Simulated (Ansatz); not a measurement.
# MgBrCl: basis-set convergence

One table from this session's results is given with a row withheld; the runs are named, their logs left out.

Program: Ansatz 0.2.0, Gaussian basis. Level of theory: one geometry, several basis sets. These are calculated values, not measurements.

The runs, in order: PBE0-D4/def2-SVP; ωB97M-V/def2-SVP; PBE0-D4/def2-QZVPP; ωB97M-V/def2-QZVPP; the functionals' def2-TZVPP values are taken from earlier runs.

**The relaxed structure**

All runs share one geometry, relaxed beforehand with PBE0-D4 in a triple-zeta def2 set.

SMILES `[Cl][Mg][Br]`, 3 atoms, charge 0, spin multiplicity 1.

Atoms are counted from 1 here; the program's logs count them from 0.

Bond lengths: Cl1–Mg2 2.170 Å, Mg2–Br3 2.318 Å. Angles: Cl1–Mg2–Br3 179.8°.

Set-up of the first run:

Contents of in.yaml:

```yaml
crystal:
  periodic: [false, false, false]
  atoms:
    - {symbol: Cl, position_ang: [0.860557, 1.907714, 0.671430]}
    - {symbol: Mg, position_ang: [0.013558, 0.022478, 0.010205]}
    - {symbol: Br, position_ang: [-0.885016, -1.995092, -0.694834]}
basis:
  gaussian: {orbitals: def2-SVP}
hamiltonian: {xc: pbe0, dispersion: d4}
output: {orbitals: {seedname: orbitals}}
```

Steps of the session up to this table: PBE0-D4 in def2-SVP; ωB97M-V in def2-SVP; PBE0-D4 in def2-QZVPP; ωB97M-V in def2-QZVPP.

One table of the session follows, with a row left open; its other results are not shown here.

It belongs to the step «Density functionals: the series». 

| functional | basis | HOMO (eV) | LUMO (eV) |
| --- | --- | --- | --- |
| PBE0-D4 | def2-SVP | -8.47 | -1.76 |
| PBE0-D4 | def2-TZVPP | -8.54 | -1.82 |
| PBE0-D4 | def2-QZVPP | -8.54 | -1.81 |
| ωB97M-V | def2-SVP | -10.66 | -0.35 |
| ωB97M-V | def2-TZVPP | ? | ? |
| ωB97M-V | def2-QZVPP | -10.76 | -0.51 |

**Question.** Estimate the row for ωB97M-V, def2-TZVPP.

The run gave: HOMO (eV): -10.76; LUMO (eV): -0.41.
